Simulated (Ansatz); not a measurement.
AsH7N2Si, SMILES N[AsH]N[SiH3], a rigid torsion scan

Program: Ansatz 0.2.0, Python API.

The script, `torsion_ash7n2si.py`:
```python
"""Energy of AsH7N2Si as one group turns about a bond."""

import ansatz as az
from ase import Atoms

BASIS = "def2-SVP"
FUNCTIONAL = "cam_b3lyp"
FMAX = 0.02

atoms = Atoms(["N", "As", "N", "Si", "H", "H", "H", "H", "H", "H", "H"], positions=[
    (-1.2393, 2.094, -0.2809),
    (0.264, 1.2875, 0.4064),
    (-0.4545, -0.4538, 0.0636),
    (0.9264, -1.6059, 0.5528),
    (-2.0865, 1.8525, 0.2995),
    (-1.4708, 1.755, -1.2416),
    (1.0358, 1.3508, -0.9664),
    (-0.5079, -0.5396, -0.9614),
    (1.1374, -1.4591, 2.0353),
    (2.0794, -1.3528, -0.1911),
    (0.3815, -2.9855, 0.3043),
])

# relax first, so that the scan starts from a minimum
first = (
    az.Crystal.molecule_from_ase(atoms).calculation()
    .basis(gaussian=BASIS)
    .functional(FUNCTIONAL)
    .relax(force_tolerance=FMAX, max_steps=80)
)
atoms.positions = first.run(threads=1).report["positions_ang"]

start = atoms.get_dihedral(1, 2, 3, 8)
energies = {}
for turn in range(0, 121, 15):
    turned = atoms.copy()
    turned.set_dihedral(1, 2, 3, 8, start + turn, indices=[3, 8, 9, 10])
    job = (
        az.Crystal.molecule_from_ase(turned).calculation()
        .basis(gaussian=BASIS)
        .functional(FUNCTIONAL)
    )
    energies[round((start + turn) % 360)] = job.run(threads=1).report["free_energy_ev"]
floor = min(energies.values())
print("dihedral As1-N2-Si3-H8 (deg)   E - E(min) (eV)")
for angle, e in sorted(energies.items()):
    print(f"{angle:8d} {(e - floor):14.3f}  " + "#" * int(30 * (e - floor) / max(max(energies.values()) - floor, 1e-9)))
```

```console
$ python torsion_ash7n2si.py
dihedral As1-N2-Si3-H8 (deg)   E - E(min) (eV)
       8          0.007  ###
      23          0.025  ##########
      38          0.046  ###################
      53          0.063  ##########################
      68          0.071  ##############################
      83          0.067  ############################
      98          0.056  #######################
     113          0.043  ##################
     353          0.000
```

The scan is rigid and the energies are electronic, in a modest basis. With rigid groups the curve can differ much from the relaxed path, the start wasn't checked as a minimum of this torsion, and equivalent turns needn't return to the same energy. Run time: 5.5 min on 1 thread of Arm Neoverse N1, with other jobs on the host, peak memory 0.41 GiB.
